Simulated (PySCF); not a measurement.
**One shape, several levels: [SiF3]− (SMILES F[Si-](F)F)**

Aim: a comparison of 6 runs (B3LYP/STO-6G, M06-2X/STO-6G, r2SCAN/STO-6G, CISD/STO-6G, UCCSD(T)/STO-6G, FCI/STO-6G) of [SiF3]−. Input form: a Python script.

The calculation is run with PySCF 2.14.0.

3 further runs of the same task are left out: 1 that didn't finish, 2 set aside as unsound or not needed.

## Step 1: The structure to begin with

[SiF3]−: 4 atoms, total charge -1, spin state singlet. As SMILES, `F[Si-](F)F`. The Si1–F2 distance was set to 3.048 Å, away from the relaxed value. At this shape a bond of the SMILES string is far longer than usual.

Bond lengths: Si1–F3 1.696 Å, Si1–F4 1.697 Å. Angles: F3–Si1–F4 93.7°.

## Step 2: The energy at B3LYP/STO-6G (run 1)

input.py reads:

```python
from pyscf import gto, dft

mol = gto.M(
    atom='''
Si    -1.150668     0.035153     1.406634
F      1.428310    -0.030960    -0.216950
F     -1.833508     1.279633     0.478774
F     -1.882728    -1.195677     0.496284
''',
    charge=-1,
    basis='sto-6g',
    max_memory=1860,
    verbose=4,
)

mf = dft.RKS(mol, xc='b3lyp')
mf.conv_tol = 1e-10
mf.grids.level = 5
mf.kernel()
if not mf.converged:
    mf = mf.newton().run(mf.mo_coeff, mf.mo_occ)

energy = mf.e_tot
print('E(%s) = %.9f' % ('B3LYP', energy))
```

Command:

```console
$ OMP_NUM_THREADS=1 python input.py
```

Log:

```text
PySCF version 2.14.0

[... 88 lines left out ...]
converged SCF energy = -586.120348590318
E(B3LYP) = -586.120348590
```

Run time: 7.2 s. Hardware: 1 thread of Arm Neoverse V1, shared host; peak memory 0.22 GiB.

## Step 3: A single-point energy at M06-2X/STO-6G (run 2)

job.py reads:

```python
from pyscf import gto, dft

mol = gto.M(
    atom='''
Si    -2.174447     0.066430     2.658153
F      2.699115    -0.058506    -0.409976
F     -3.464828     2.418156     0.904752
F     -3.557840    -2.259502     0.937841
''',
    basis='sto-6g',
    max_memory=1860,
    charge=-1,
    spin=0,
    verbose=3,
    unit='bohr',
)

calc0 = dft.RKS(mol, xc='m06-2x')
calc0.grids.level = 5
calc0.conv_tol = 1e-10
calc0.kernel()
if not calc0.converged:
    calc0 = calc0.newton().run(calc0.mo_coeff, calc0.mo_occ)

e_final = calc0.e_tot
print('Final energy', e_final)
```

Command:

```console
$ OMP_NUM_THREADS=1 python job.py
```

Log:

```text
converged SCF energy = -586.002795740667
Final energy -586.0027957406671
```

Wall time 11 s (1 thread of Arm Neoverse V1, shared host); peak memory 0.22 GiB.

## Step 4: A single-point energy at r2SCAN/STO-6G (run 3)

input.py reads:

```python
from pyscf import gto, dft

molecule = gto.M(
    atom=[
    ('Si', (-1.150668, 0.035153, 1.406634)),
    ('F', (1.428310, -0.030960, -0.216950)),
    ('F', (-1.833508, 1.279633, 0.478774)),
    ('F', (-1.882728, -1.195677, 0.496284)),
],
    max_memory=1860,
    spin=0,
    basis='sto-6g',
    verbose=3,
    charge=-1,
)

mf = dft.RKS(molecule, xc='r2scan')
mf.grids.level = 5
mf.conv_tol = 1e-10
mf.kernel()
if not mf.converged:
    mf = mf.newton().run(mf.mo_coeff, mf.mo_occ)

energy = mf.e_tot
print('E = %.10f Eh' % energy)
```

Command:

```console
$ OMP_NUM_THREADS=1 python input.py
```

Log:

```text
converged SCF energy = -586.075013695396
E = -586.0750136954 Eh
```

It took 18 s on 1 thread of Arm Neoverse V1, shared host; peak memory 0.22 GiB.

Runs 4 to 5 aren't shown in full; the table further down has their settings and results.

## Step 5: The energy at FCI/STO-6G (run 6)

input.xyz reads:

```xyz
4

Si    -1.150668     0.035153     1.406634
F      1.428310    -0.030960    -0.216950
F     -1.833508     1.279633     0.478774
F     -1.882728    -1.195677     0.496284
```

input.py reads:

```python
from pyscf import gto, mcscf
from pyscf import fci

molecule = gto.M(
    atom='input.xyz',
    max_memory=1860,
    charge=-1,
    verbose=3,
    basis='sto-6g',
)

calc0 = molecule.RHF()
calc0.conv_tol = 1e-10
calc0.kernel()
if not calc0.converged:
    calc0 = calc0.newton().run(calc0.mo_coeff, calc0.mo_occ)

cas = mcscf.CASCI(calc0, calc0.mo_coeff.shape[-1] - 8, (molecule.nelec[0] - 8, molecule.nelec[1] - 8))  # full CI above the frozen core
cas.fcisolver = fci.direct_spin0.FCI(molecule)  # even spin states alone
cas.kernel()
print('<S^2> = %.4f' % cas.fcisolver.spin_square(cas.ci, cas.ncas, cas.nelecas)[0])
energy = cas.e_tot
print('E = %.10f Eh' % energy)
```

Command:

```console
$ OMP_NUM_THREADS=1 python input.py
```

Log:

```text
converged SCF energy = -584.437423265752
CASCI E = -584.578180468389  E(CI) = -121.262199378806  S^2 = 0.0000000
<S^2> = 0.0000
E = -584.5781804684 Eh
```

Run time: 19 s. Hardware: 1 thread of Arm Neoverse V1, shared host; peak memory 0.19 GiB.

## Step 6: Overview of the runs

```tsv
run	level	integration grid	frozen core orbitals	energy (Eh)	HOMO energy (eV)	LUMO energy (eV)	HOMO–LUMO gap (eV)	wall time
1	B3LYP/STO-6G	5	–	-586.120349	7.59	9.88	2.29	7.2 s
2	M06-2X/STO-6G	5	–	-586.002796	6.30	10.56	4.26	11 s
3	r2SCAN/STO-6G	5	–	-586.075014	8.96	9.42	0.46	18 s
4	CISD/STO-6G	–	8	-584.556493	5.07	12.25	7.18	1.1 s
5	UCCSD(T)/STO-6G	–	8	-584.575545	5.38	14.20	8.83	1.8 s
6	FCI/STO-6G	–	8	-584.578180	5.07	12.25	7.18	19 s
```

## Step 7: Results

| quantity | value |
| --- | --- |
| run 6: total energy | -584.57818 Eh |
| run 6: HOMO energy (Hartree–Fock orbitals) | 5.07 eV |
| run 6: LUMO energy (Hartree–Fock orbitals) | 12.25 eV |
| run 6: HOMO–LUMO gap (to an unbound level, set by the basis) | 7.18 eV |
| run 6: correlation energy (8 core orbitals frozen) | -140.8 mEh |

What this shows: Against full CI in this basis: CISD +21.7 mEh; UCCSD(T) +2.6 mEh. Over runs 1, 2, 3 the HOMO–LUMO gap runs from 0.46 eV (r2SCAN/STO-6G) to 4.26 eV (M06-2X/STO-6G). The empty levels of an anion lie above zero and hang on the basis. Totals of different functionals can't be ranked against each other. In runs 1, 2, 3, 4, 5, 6 the HOMO lies above zero, so the outermost electron may be held by the basis alone. In runs 1, 2, 3, 4, 5, 6 the basis is minimal, so the values are rough. Spin contamination of the reference: run 5 ⟨S²⟩ = 0.95. Where it is this large, the reference is a mixture of spin states, and values that rest on it are in doubt. All runs together took 58 s, the longest 19 s.
